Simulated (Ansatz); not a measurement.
This script drives the Python package of Ansatz (0.2.0).

Script `c2h4sesi.py`:
```python
"""Energy of C2H4SeSi as one group turns about a bond."""

import ansatz as az
from ase import Atoms

atoms = Atoms(["Si", "C", "C", "Se", "H", "H", "H", "H"], positions=[
    (-0.1462, 1.1561, -0.4461),
    (0.3365, -0.4377, 0.1951),
    (-0.0889, -1.7709, 0.6041),
    (1.7965, -1.4546, 0.7454),
    (-0.8406, 1.0089, -1.7824),
    (-1.146, 1.8303, 0.4793),
    (1.0061, 2.0754, -0.6055),
    (-0.8251, -2.4646, 0.7543),
])

# start the scan from a relaxed geometry
first = (
    az.Crystal.molecule_from_ase(atoms).calculation()
    .basis(gaussian="def2-SVP")
    .functional("r2SCAN", dispersion="d4")
    .relax(force_tolerance=0.02, max_steps=80)
)
atoms.positions = first.run(threads=1).report["positions_ang"]

start = atoms.get_dihedral(2, 1, 0, 4)
energies = {}
for turn in range(0, 121, 20):
    turned = atoms.copy()
    turned.set_dihedral(2, 1, 0, 4, start + turn, indices=[0, 4, 5, 6])
    calc = (
        az.Crystal.molecule_from_ase(turned).calculation()
        .basis(gaussian="def2-SVP")
        .functional("r2SCAN", dispersion="d4")
    )
    energies[round((start + turn) % 360)] = calc.run(threads=1).report["free_energy_ev"]
floor = min(energies.values())
print("dihedral C2-C1-Si0-H4 (deg)   E - E(min) (kJ/mol)")
for angle, e in sorted(energies.items()):
    print(f"{angle:8d} {96.485332 * (e - floor):14.3f}  " + "#" * int(30 * (e - floor) / max(max(energies.values()) - floor, 1e-9)))
```

It is started by `python c2h4sesi.py`. How long does it take on 1 thread of Arm Neoverse V2, on a shared host, and how much memory does it need?

It took about 3.2 min, with a peak of 0.23 GiB, for 8 runs of the engine.

```console
$ python c2h4sesi.py
dihedral C2-C1-Si0-H4 (deg)   E - E(min) (kJ/mol)
      19          1.698  ######
      39          5.444  #####################
      59          7.509  ##############################
      79          5.762  #######################
      99          2.054  ########
     119          0.112
     359          0.000
```

The settings weren't tested for convergence. The scan is rigid and the energies are electronic, in a modest basis. With rigid groups the curve can differ much from the relaxed path, the start wasn't checked as a minimum of this torsion, and equivalent turns needn't return to the same energy.
